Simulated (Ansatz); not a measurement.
# AsBH4O (SMILES B[AsH]O): functionals against CCSD(T) at one geometry

A test off equilibrium: a structure displaced at random from a GFN2-xTB minimum is computed at several levels, and each is set against CCSD(T).

Computed with Ansatz 0.2.0, Gaussian basis. Level: single points in def2-TZVPP.

Correlated methods freeze the cores. Filled d shells of the heavier atoms are correlated.

## Step 1: The starting structure

7 atoms, charge 0, spin multiplicity 1.

Atoms are counted from 1 here; the program's logs count them from 0.

Bond lengths: B1–As2 1.927 Å, B1–H4 1.327 Å, B1–H5 1.136 Å, As2–O3 1.590 Å, As2–H6 1.472 Å, O3–H7 1.263 Å. Angles: As2–B1–H4 114.7°, As2–B1–H5 141.6°, H4–B1–H5 103.3°, B1–As2–O3 118.5°, B1–As2–H6 82.8°, O3–As2–H6 104.3°, As2–O3–H7 103.4°.

Coordinates:

```xyz
7
charge 0, multiplicity 1
B    -1.0507    0.2381   -0.3069
As    0.2720    0.1413    1.0913
O     1.5727   -0.7392    0.8453
H    -1.0523   -0.7944   -1.1410
H    -1.8128    0.9460   -0.7646
H     0.6342    1.4761    0.5861
H     1.3411   -1.2998   -0.2629
```

## Step 2: CCSD(T)/def2-TZVPP

run/in.yaml reads:

```yaml
crystal:
  periodic: [false, false, false]
  atoms:
    - {symbol: B, position_ang: [-1.050700, 0.238100, -0.306900]}
    - {symbol: As, position_ang: [0.272000, 0.141300, 1.091300]}
    - {symbol: O, position_ang: [1.572700, -0.739200, 0.845300]}
    - {symbol: H, position_ang: [-1.052300, -0.794400, -1.141000]}
    - {symbol: H, position_ang: [-1.812800, 0.946000, -0.764600]}
    - {symbol: H, position_ang: [0.634200, 1.476100, 0.586100]}
    - {symbol: H, position_ang: [1.341100, -1.299800, -0.262900]}
basis:
  gaussian: {orbitals: def2-TZVPP}
correlation: {method: ccsd_t}
output: {forces: true}
```

No record of the launch command was kept for these runs.

## Step 3: PBE0-D4/def2-TZVPP

Changes to run/in.yaml since step 2:

```diff
@@ -12,3 +12,3 @@
   gaussian: {orbitals: def2-TZVPP}
-correlation: {method: ccsd_t}
-output: {forces: true}
+hamiltonian: {xc: pbe0, dispersion: d4}
+output: {forces: true, orbitals: {seedname: orbitals}}
```

## Step 4: wB97M-V/def2-TZVPP

Changes to run/in.yaml since step 3:

```diff
@@ -12,3 +12,3 @@
   gaussian: {orbitals: def2-TZVPP}
-hamiltonian: {xc: pbe0, dispersion: d4}
-output: {forces: true, orbitals: {seedname: orbitals}}
+hamiltonian: {xc: {name: wB97M-V}}
+output: {forces: true}
```

## Step 5: r2SCAN-D4/def2-TZVPP

Changes to run/in.yaml since step 4:

```diff
@@ -12,3 +12,3 @@
   gaussian: {orbitals: def2-TZVPP}
-hamiltonian: {xc: {name: wB97M-V}}
+hamiltonian: {xc: r2scan, dispersion: d4}
 output: {forces: true}
```

## Step 6: PBE-D4/def2-TZVPP

Changes to run/in.yaml since step 5:

```diff
@@ -12,3 +12,3 @@
   gaussian: {orbitals: def2-TZVPP}
-hamiltonian: {xc: r2scan, dispersion: d4}
+hamiltonian: {xc: pbe, dispersion: d4}
 output: {forces: true}
```

## Step 7: SPW92/def2-TZVPP

Changes to run/in.yaml since step 6:

```diff
@@ -12,3 +12,3 @@
   gaussian: {orbitals: def2-TZVPP}
-hamiltonian: {xc: pbe, dispersion: d4}
+hamiltonian: {xc: lda}
 output: {forces: true}
```

## Step 8: wB97X-V/def2-TZVPP

Changes to run/in.yaml since step 7:

```diff
@@ -12,3 +12,3 @@
   gaussian: {orbitals: def2-TZVPP}
-hamiltonian: {xc: lda}
+hamiltonian: {xc: {name: wB97X-V}}
 output: {forces: true}
```

(Steps that only read results are left out.)

Q: Predict the outcome of this session. Wanted: energy less free atoms, CCSD(T)/def2-TZVPP; RMS force component; RMS force error; HOMO and LUMO, PBE0-D4; T1 diagnostic.

As calculated:

| quantity | value |
| --- | --- |
| energy less free atoms, CCSD(T)/def2-TZVPP | -1774.2 kJ/mol |
| RMS force component | 3.352 to 3.734 eV/Å over the methods |
| RMS force error | PBE0-D4 0.137, wB97M-V 0.090, r2SCAN-D4 0.145, PBE-D4 0.272, SPW92 0.433, wB97X-V 0.124 eV/Å |
| HOMO and LUMO, PBE0-D4 | -6.84 and -2.19 eV |
| T1 diagnostic | 0.016 |

What this shows: Against CCSD(T) the functionals' energies less atoms differ by -440.3 to -52.0 kJ/mol, PBE-D4 by -117.7 kJ/mol. CCSD(T) in triple zeta still lacks some correlation energy of the bonds, so part of these gaps is its own basis error and they don't rank the functionals. For forces wB97M-V does best and SPW92 worst. Frozen-core CCSD(T) forces in triple zeta carry basis errors of their own, and this is one geometry, so small gaps rank nothing.
